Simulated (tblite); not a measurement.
# C7H9FSSi: the cost of one run

Computed with tblite 0.8.0 and PySCF 2.14.0, with density-fitted response routines of our own, on a single molecule in the gas phase. Atoms are numbered from 0 throughout.

**1. The molecule as given**

19 atoms, charge 0, multiplicity 1; geometry from: force field or distance geometry start.

Bonds of the start (Å): C0–C1 1.18, C1–C2 1.49, C2–F3 1.40, C2–C4 1.48, C4–C5 1.45, C5–C6 1.30, C6–Si7 1.87, Si7–S8 2.13, S8–C9 1.82, C6–C2 1.44, C0–H10 1.08, C4–H11 1.11, C4–H12 1.11, C5–H13 1.10, Si7–H14 1.48, Si7–H15 1.47, C9–H16 1.10, C9–H17 1.12, C9–H18 1.11.

**2. Geometry optimisation with GFN2-xTB**

What the job is given:

```
{"job": {"kind": "relax", "xc": "GFN2-xTB", "basis": "xTB"}, "charge": 0, "multiplicity": 1}
C     -3.042300     2.077700    -0.536200
C     -2.485000     1.046700    -0.630000
C     -1.741100    -0.235900    -0.721600
F     -1.581600    -0.621400    -2.053700
C     -2.289600    -1.357200     0.075600
C     -1.050800    -1.281800     0.826900
C     -0.580000    -0.289600     0.122200
Si     1.006900     0.698300     0.181400
S      2.369000    -0.295900    -1.117900
C      4.014800    -0.123100    -0.353500
H     -3.587300     3.010500    -0.461200
H     -3.138800    -1.007200     0.702800
H     -2.493900    -2.306500    -0.457500
H     -0.653800    -1.856300     1.679400
H      0.745800     2.107900    -0.173300
H      1.472900     0.600100     1.576900
H      4.173700    -0.915100     0.389600
H      4.065200     0.888200     0.114000
H      4.786200    -0.130300    -1.156200
```

Run with:

```sh
$ OMP_NUM_THREADS=1 python probes_run.py task.json out
```

This one command runs all jobs of the session in turn.

**Question.** How long does this first job take on 1 thread of Intel Xeon at 2.70GHz, shared host?

About 4.5 s.
